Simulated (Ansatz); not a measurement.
# CH4BFOS: how energies converge with the basis set

The task here is to estimate one member of a computed series from the others.

Method: one geometry, several basis sets; program: Ansatz 0.2.0, Gaussian basis.

The runs, in order: PBE0-D4/def2-SVP; ωB97M-V/def2-SVP; PBE0-D4/def2-QZVPP; ωB97M-V/def2-QZVPP; the functionals' def2-TZVPP values are taken from earlier runs.

### The geometry

All runs share one geometry, relaxed beforehand with PBE0-D4 in a triple-zeta def2 set.

SMILES `CSB(O)F`, 9 atoms, charge 0, spin multiplicity 1.

Atoms are counted from 1 here; the program's logs count them from 0.

Bond lengths: C1–S2 1.810 Å, C1–H6 1.089 Å, C1–H7 1.088 Å, C1–H8 1.088 Å, S2–B3 1.799 Å, B3–O4 1.354 Å, B3–F5 1.336 Å, O4–H9 0.962 Å. Angles: S2–C1–H6 106.7°, S2–C1–H7 110.7°, S2–C1–H8 110.7°, H6–C1–H7 109.4°, H6–C1–H8 109.5°, H7–C1–H8 109.7°, C1–S2–B3 101.1°, S2–B3–O4 122.0°, S2–B3–F5 117.9°, O4–B3–F5 120.1°, B3–O4–H9 112.6°.

Set-up of the first run:

Contents of in.yaml:

```yaml
crystal:
  periodic: [false, false, false]
  atoms:
    - {symbol: C, position_ang: [1.160319, -0.244121, 0.939736]}
    - {symbol: S, position_ang: [1.023711, 0.764256, -0.557192]}
    - {symbol: B, position_ang: [-0.686575, 0.459686, -1.024231]}
    - {symbol: O, position_ang: [-1.494372, -0.351923, -0.301485]}
    - {symbol: F, position_ang: [-1.151304, 1.063637, -2.121848]}
    - {symbol: H, position_ang: [2.181166, -0.129715, 1.301733]}
    - {symbol: H, position_ang: [0.464798, 0.101611, 1.701849]}
    - {symbol: H, position_ang: [0.970211, -1.292081, 0.716863]}
    - {symbol: H, position_ang: [-2.379353, -0.417751, -0.672624]}
basis:
  gaussian: {orbitals: def2-SVP}
hamiltonian: {xc: pbe0, dispersion: d4}
output: {orbitals: {seedname: orbitals}}
```

Run with:

```console
$ ansatz run in.yaml --threads 2 --pin off --events-out ev --progress --plain --max-ram 4352MiB
```

Among the steps run: PBE0-D4 in def2-SVP; ωB97M-V in def2-SVP; PBE0-D4 in def2-QZVPP; ωB97M-V in def2-QZVPP.

One of the session's tables, all rows but one given; the rest of the session is left out.

It belongs to the step «Functionals by basis». 

```
functional       basis  HOMO (eV)  LUMO (eV)
   PBE0-D4    def2-SVP          ?          ?
   PBE0-D4  def2-TZVPP      -7.25       0.51
   PBE0-D4  def2-QZVPP      -7.28       0.22
   ωB97M-V    def2-SVP      -9.24       3.00
   ωB97M-V  def2-TZVPP      -9.43       1.94
   ωB97M-V  def2-QZVPP      -9.46       1.45
```

Estimate the missing values for PBE0-D4, def2-SVP.

**Answer.** HOMO (eV): -7.09; LUMO (eV): 1.17. In the column «HOMO (eV)» it is the highest.
